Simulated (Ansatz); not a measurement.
# ZnCo: the cost of one run

Method: DFT, LDA, PAW with Ansatz's default frozen-core files, scalar-relativistic, in Ansatz 0.2.0.

## (1) Starting point

It takes space group P-6m2 (No. 187, hexagonal). Conventional cell: a = 2.607 Å, b = 2.607 Å, c = 4.172 Å, α = 90.00°, β = 90.00°, γ = 120.00°. Around Zn (site symmetry -6m2) lie 6 Co at 2.57 Å and 6 Zn at 2.61 Å. Co (site symmetry -6m2) is surrounded by 6 Zn at 2.57 Å and 6 Co at 2.61 Å.

As a file:

```cif
data_structure
_symmetry_space_group_name_H-M 'P-6m2'
_symmetry_Int_Tables_number 187
_cell_length_a 2.6072
_cell_length_b 2.6072
_cell_length_c 4.1717
_cell_angle_alpha 90.000
_cell_angle_beta 90.000
_cell_angle_gamma 120.000
_cell_volume 24.56
loop_
_atom_site_label
_atom_site_type_symbol
_atom_site_symmetry_multiplicity
_atom_site_Wyckoff_symbol
_atom_site_fract_x
_atom_site_fract_y
_atom_site_fract_z
_atom_site_occupancy
Zn1 Zn 1 e 0.66667 0.33333 0.00000 1
Co1 Co 1 b 0.00000 0.00000 0.50000 1
```

The file gives the conventional cell by its symmetry; the runs use the cell typed in the input.

Atoms are numbered in the order of the input: Zn1, Co2.

## (2) Free moments from the typed start, PAW

input.yaml reads:

```yaml
crystal:
  lattice:
    - [2.6072238118, 0.0, 0.0]
    - [-1.3036119059, 2.2579220543, 0.0]
    - [0.0, 0.0, 4.171683]
  atoms:
    - { symbol: Zn, position: [0.6666666667, 0.3333333333, 0.0] }
    - { symbol: Co, position: [0.0, 0.0, 0.5], spin: 2.0 }
magnetization:
  spin_polarized: true
kpoints:
  mp_grid: { grid: [14, 14, 8] }
scf:
  occupations: { method: fermi_dirac, width: 0.1 }
  lower_state_search: "off"
hamiltonian:
  xc: lda
  pseudopotentials: { kind: paw }
output:
  forces: true
  stress: true
  eigenvalues: true
  populations: true
```

Started as:

```bash
$ ansatz run input.yaml --threads 1 --pin off --max-ram 3072MiB --backend cpu --events-out ev --progress --plain --runs-dir out
```

**Question.** How long does this run take on 1 thread of Intel Xeon 6975P-C (Granite Rapids), shared host, and how much memory does it need?

About 13 s, with a peak of 0.48 GiB.
